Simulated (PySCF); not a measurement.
# CH8Ge2: the cost of one run

The runs use PySCF 2.14.0, with density-fitted response routines of our own; the level of theory stands in each step. All values are computed, except where a source is named. Atoms are numbered from 0 throughout.

### Step 1. Starting geometry

11 atoms, charge 0, multiplicity 1; geometry from: GFN2-xTB. The atoms were then displaced at random by about 0.03 Å, so the start is not that level's minimum.

Bonds of the start (Å): C0–Ge1 1.87, Ge1–Ge2 2.34, C0–H3 1.03, C0–H4 1.14, C0–H5 1.12, Ge1–H6 1.50, Ge1–H7 1.49, Ge2–H8 1.47, Ge2–H9 1.56, Ge2–H10 1.52.

### Step 2. Relaxing the molecule at PBE0-D3(BJ)/def2-SVP

What the job is given:

```
{"job": {"xc": "PBE0", "basis": "def2-SVP", "d3": "d3bj", "grid": 1, "shake": 0.03, "kind": "geom"}, "charge": 0, "multiplicity": 1}
C     -1.586360     0.679190    -0.030450
Ge    -0.435450    -0.796830    -0.030000
Ge     1.799740    -0.109270     0.026400
H     -2.584820     0.444880    -0.111390
H     -1.446340     1.372870    -0.930510
H     -1.534520     1.366440     0.850530
H     -0.734300    -1.687110     1.140370
H     -0.635070    -1.623670    -1.253720
H      2.209130     0.864950    -0.994440
H      2.216990     0.624480     1.338260
H      2.839920    -1.216080    -0.026090
```

On the command line:

```bash
> OMP_NUM_THREADS=1 python probes_run.py task.json out
```

The driver reads the jobs from task.json and runs them one after another.

**Question.** How long does this first job take on 1 thread of Arm Neoverse V1, shared host, and how much memory does it need?

About 29 s, with a peak of 0.47 GiB.
